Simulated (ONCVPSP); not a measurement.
# Cobalt: generating and testing an ONCV potential

Do these settings give a usable potential? It is generated, then checked for transferability, scattering, ghosts and hardness.

Program: ONCVPSP 4.0.1. Reference atom: PBE, scalar-relativistic, spherical and spin-unpolarised. All values are calculated.

### Step 1. The atom and the settings

The settings as typed:

```json
{"element": "cobalt (Co, Z = 27)", "type": "optimised norm-conserving Vanderbilt (ONCV)", "frozen core": "[Ne]", "valence charge": "17", "reference configuration": "3s2 3p6 3d7.5 4s1.5", "partial waves": "3s+4s: rc 1.50 bohr, ncon 4, nbas 7, qcut 7.2 1/bohr, 3 projectors, debl 2.9 Ha; 3p: rc 1.05 bohr, ncon 3, nbas 7, qcut 13.5 1/bohr, 2 projectors, debl 3.7 Ha; 3d: rc 1.65 bohr, ncon 4, nbas 9, qcut 8.7 1/bohr, 2 projectors, debl 1.3 Ha", "local potential": "polynomial inside 0.80 bohr (lpopt 5, dvloc0 0 Ha)", "core correction": "not asked for"}
```

The nodes and maxima of the atom's own shells, from an earlier all-electron run, set the scale for the radii.

All-electron outer shells of the reference configuration (PBE, scalar-relativistic, ld1.x):

```csv
shell,level (eV),outermost node (bohr),outermost maximum (bohr)
2p,-767.07,–,0.17
3s,-99.81,0.31,0.67
3p,-63.12,0.28,0.68
3d,-6.04,–,0.67
4s,-4.89,0.96,2.38
4p,-1.03,1.06,3.46
```

### Step 2. The generation run

Input file Co.dat:

```
# ATOM AND REFERENCE CONFIGURATION
# atsym  z   nc   nv     iexc    psfile
  Co 27.00    3    4        4      upf
#
#   n    l    f
    1    0    2.00
    2    0    2.00
    2    1    6.00
    3    0    2.00
    3    1    6.00
    3    2    7.50
    4    0    1.50
#
# PSEUDOPOTENTIAL AND OPTIMIZATION
# lmax
    2
#
#   l,   rc,      ep,       ncon, nbas, qcut
    0    1.50    0.00    4    7    7.20
    1    1.05    0.00    3    7   13.50
    2    1.65    0.00    4    9    8.70
#
# LOCAL POTENTIAL
# lloc, lpopt,  rc(5),   dvloc0
    4    5    0.80    0.00
#
# VANDERBILT-KLEINMAN-BYLANDER PROJECTORs
# l, nproj, debl
    0    3    2.90
    1    2    3.70
    2    2    1.30
#
# MODEL CORE CHARGE
# icmod, fcfact, rcfact
    0    0.00    0.00
#
# LOG DERIVATIVE ANALYSIS
# epsh1, epsh2, depsh
   -5.00    5.00    0.04
#
# OUTPUT GRID
# rlmax, drl
    6.00    0.01
#
# TEST CONFIGURATIONS
# ncnf
    4
# nvcnf
#   n    l    f
    4
    3    0    2.00
    3    1    6.00
    3    2    7.00
    4    0    2.00
#
    4
    3    0    2.00
    3    1    6.00
    3    2    7.00
    4    0    1.00
#
    4
    3    0    2.00
    3    1    6.00
    3    2    7.00
    4    0    0.00
#
    5
    3    0    2.00
    3    1    6.00
    3    2    7.00
    4    0    0.00
    4    1    1.00
#
```

Run with:

```bash
$ oncvpsp.x < Co.dat > Co.out
```

Before running it: what results should come out? Wanted: cutoffs for 1 and 0.1 mHa per electron, occupied waves; bound ghosts; GHOST(+) flags; largest test error; largest phase difference near zero energy, channels read.

As calculated:

| quantity | value |
| --- | --- |
| cutoffs for 1 and 0.1 mHa per electron, occupied waves | 35 Ha and 45 Ha |
| bound ghosts | none found |
| GHOST(+) flags | s at 499 eV |
| largest test error (AE − PS) | +16 meV, for 3s2 3p6 3d7 4s2 |
| largest phase difference near zero energy, channels read | 0.000 rad |

In words: The worst unpolarised test, 3s2 3p6 3d7 4s2, is off by 16 meV on 1.0 eV; by total energies transferability rates as good. The potential is hard: the looser tolerance needs 35 Ha. No bound ghost shows below the valence levels. Near zero energy the phases of the channels with partial waves agree within 0.001 rad. The program also flags highly localised states, GHOST(+) (s). All of this concerns the isolated atom, not yet a solid.
